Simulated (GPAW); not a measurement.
Runs of GPAW 26.7.0 on NiMoIrPdW. The structure is trigonal, space group P3m1 (No. 156). The conventional cell has a = 4.147 Å, b = 4.147 Å, c = 5.416 Å, α = 90.00°, β = 90.00°, γ = 120.00°. Around Ni (site symmetry 3m) lie 3 W at 2.40 Å and 3 Ir at 2.71 Å. Mo (site symmetry 3m) has 1 W at 2.49 Å and 3 Ir at 2.64 Å and 3 Pd at 2.85 Å as nearest neighbours. Pd (site symmetry 3m) has 2 Ir at 2.65 to 2.76 Å and 3 W at 2.76 Å and 3 Ni at 2.82 Å and 3 Mo at 2.85 Å as nearest neighbours. Ir (site symmetry 3m) is surrounded by 3 Mo at 2.64 Å and 2 Pd at 2.65 to 2.76 Å and 3 Ni at 2.71 Å and 3 W at 2.77 Å. W (site symmetry 3m) has 3 Ni at 2.40 Å and 1 Mo at 2.49 Å as nearest neighbours. The cell was built by a generator and needn't be a form met in nature.

| task | level | spin | cell | k mesh | ranks | band path | band points | spin axis theta (degrees) | spin axis phi (degrees) | mesh quality | gap on the mesh (eV) | pressure (GPa) | moment (μB) | largest force (eV/Å) |
| --- | --- | --- | --- | --- | --- | --- | --- | --- | --- | --- | --- | --- | --- | --- |
| single point | PBE | collinear, ferromagnetic start | as given | 4 × 4 × 3 | - | - | - | - | - | coarse | none | 0.0 | 0.00 | (a) |
| band structure | PBE | collinear, ferromagnetic start, SOC | as given | 7 × 7 × 5 | 8 | GMKGALHA,LM,KH | 60 | 0 | 0 | not flagged | - | 0.2 | 0.00 | 0.22 |
| single point | PBE+D3 | collinear, ferromagnetic start | as given | 4 × 4 × 3 | - | - | - | - | - | coarse | none | -6.3 | 0.00 | 0.42 |
| electron localisation function | PBE | collinear, ferromagnetic start | as given | 7 × 7 × 5 | 8 | - | - | - | - | not flagged | none | 0.2 | 0.00 | 0.22 |
| single point | PBE+D4 | collinear, ferromagnetic start | as given | 4 × 4 × 3 | - | - | - | - | - | coarse | none | -5.2 | 0.00 | (b) |
| single point | PBE | collinear, ferromagnetic start | atoms moved at random, drawn with an rms of 0.05 Å | 7 × 7 × 5 | 8 | - | - | - | - | not flagged | none | 1.2 | 0.00 | 0.66 |
| single point | PBE | collinear, ferromagnetic start | as given | 7 × 7 × 5 | 8 | - | - | - | - | not flagged | none | 0.2 | 0.00 | 0.22 |
| band structure | PBE | collinear, ferromagnetic start | as given | 7 × 7 × 5 | 8 | GMKGALHA,LM,KH | 60 | - | - | not flagged | - | 0.2 | 0.00 | 0.22 |

Alike in all rows: potentials or basis GPAW PAW data sets (gpaw-data 1.2.1), pw; cutoff (eV) 600; smearing fermi-dirac 0.05 eV.

Task: Fill in the values left out.

Result: (a) 0.33; (b) 0.36.

Caveats: some runs use coarse meshes; the stock nickel data set gives pressures a few GPa off other programs; pairwise dispersion overbinds metals, which lowers pressure and volume (some runs); spin-orbit coupling was added after a scalar SCF, so levels and gaps hold it while energy, forces, pressure and moments don't (some runs); this program's spin-orbit splittings come out too wide for heavy elements (some runs); spin-orbit coupling is left out, which moves the levels of the heavy elements (some runs).

A k mesh can miss the band edges, and rows without SOC leave out spin-orbit coupling on Ir, Mo, Pd, W.

A gap of «none» marks a metal or a gap under the smearing width.
